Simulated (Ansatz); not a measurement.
# TeWS4: one candidate of a structure search

Where does this trial cell of TeWS4 go when cell and atoms are let free?

Computed with Ansatz 0.2.0 (DFT PBE, scalar-relativistic, plane waves, PAW, unless a step's input says otherwise).

## (1) The structure to begin with

The structure is cubic, space group F-43m (No. 216). Conventional cell: a = 8.075 Å, b = 8.075 Å, c = 8.075 Å, α = 90.00°, β = 90.00°, γ = 90.00°. Around Te (site symmetry -43m) lie 12 S at 3.35 Å and 4 W at 3.50 Å. W (site symmetry -43m) is surrounded by 12 S at 3.35 Å and 4 Te at 3.50 Å. S (site symmetry 3m) is surrounded by 6 S at 2.85 to 2.86 Å and 3 W at 3.35 Å.

Structure file:

```
CELL_PARAMETERS angstrom
0.00000 4.03728 4.03728
4.03728 0.00000 4.03728
4.03728 4.03728 0.00000
ATOMIC_POSITIONS crystal
Te 0.75000 0.75000 0.75000
W 0.00000 0.00000 0.00000
S 0.37486 0.37486 0.87541
S 0.87541 0.37486 0.37486
S 0.37486 0.37486 0.37486
S 0.37486 0.87541 0.37486
```

A structure generator made this guess: species swapped into a database cell of TmInCu4 (F-43m, No. 216), with Te on the Tm sites, W on the In sites and S on the Cu sites. Its size is a rough estimate.

## (2) The guess as it stands, on a coarse mesh

Input file input.yaml:

```yaml
crystal:
  lattice:
    - [0.0, 4.03727912, 4.03727912]
    - [4.03727912, 0.0, 4.03727912]
    - [4.03727912, 4.03727912, 0.0]
  atoms:
    - { symbol: Te, position: [0.75, 0.75, 0.75] }
    - { symbol: W, position: [0.0, 0.0, 0.0] }
    - { symbol: S, position: [0.37486205, 0.37486205, 0.87541384] }
    - { symbol: S, position: [0.87541384, 0.37486205, 0.37486205] }
    - { symbol: S, position: [0.37486205, 0.37486205, 0.37486205] }
    - { symbol: S, position: [0.37486205, 0.87541384, 0.37486205] }
basis:
  ecutwfc: 420
kpoints:
  mp_grid: { grid: [4, 4, 4] }
hamiltonian:
  xc: pbe
scf:
  occupations: { method: gaussian, width: 0.1 }
  lower_state_search: "off"
output:
  forces: true
  stress: true
  eigenvalues: true
```

Run with:

```bash
$ ansatz run input.yaml --threads 1 --pin off --max-ram 2048MiB --backend cpu --events-out ev --progress --plain --runs-dir out
```

The session goes on with these runs: rough relaxation on the coarse mesh; final relaxation.

Before running it: what results should come out? Wanted: conventional cell; volume; energy over the elements; gap on the mesh.

The runs gave:

```
                              quantity                                                                      value
symmetry at the end (tolerance 0.05 Å)                                                space group F-43m (No. 216)
                     conventional cell  a = 7.436 Å, b = 7.436 Å, c = 7.436 Å, α = 90.00°, β = 90.00°, γ = 90.00°
                                volume                                                              17.13 Å³/atom
              energy over the elements                                                              +1.38 eV/atom
                       gap on the mesh                                                               none (metal)
```

What this shows: The space group F-43m (No. 216) is kept, and the volume per atom shrinks by 21.9 % from the first guess. With a positive formation energy it can't be a ground state. No finished test with a distortion of lower symmetry is shown, so the end may be a saddle point. Spin-orbit coupling is left out for Te, W.
